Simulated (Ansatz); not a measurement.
# HBr: functionals against CCSD(T) at one geometry

An exercise on one series of results from a longer session: the logs are not shown, and one member is left open.

Program: Ansatz 0.2.0, Gaussian basis. Level of theory: single points in def2-TZVPP. These are calculated values, not measurements.

Correlated methods freeze the cores. Filled d shells of the heavier atoms are correlated.

### The starting structure

SMILES `Br`, 2 atoms, charge 0, spin multiplicity 1.

Atoms are counted from 1 here; the program's logs count them from 0.

Bond lengths: Br1–H2 1.389 Å.

As a file:

```xyz
2
BrH
Br   -0.5994    0.1913   -0.3104
H     0.5973   -0.1901    0.2833
```

The first run:

The input, run/in.yaml:

```yaml
crystal:
  periodic: [false, false, false]
  atoms:
    - {symbol: Br, position_ang: [-0.599400, 0.191300, -0.310400]}
    - {symbol: H, position_ang: [0.597300, -0.190100, 0.283300]}
basis:
  gaussian: {orbitals: def2-TZVPP}
correlation: {method: ccsd_t}
output: {forces: true}
```

The command line of these runs was not kept.

Among the steps run: CCSD(T)/def2-TZVPP; PBE0-D4/def2-TZVPP; wB97M-V/def2-TZVPP; r2SCAN-D4/def2-TZVPP; PBE-D4/def2-TZVPP; LC-wPBE/def2-TZVPP; wB97X-V/def2-TZVPP.

One of the session's tables, all rows but one given; the rest of the session is left out.

```
   method  RMS force component (eV/Å)  dipole (D)
  CCSD(T)                       0.420        0.89
  PBE0-D4                       0.503        0.92
  wB97M-V                       0.457        0.90
r2SCAN-D4                       0.497        0.93
   PBE-D4                           ?           ?
  LC-wPBE                       0.399        0.95
  wB97X-V                       0.455        0.93
```

Estimate the missing values for PBE-D4.

As computed: RMS force component (eV/Å): 0.671; dipole (D): 0.87. In the column «RMS force component (eV/Å)» it is the highest.
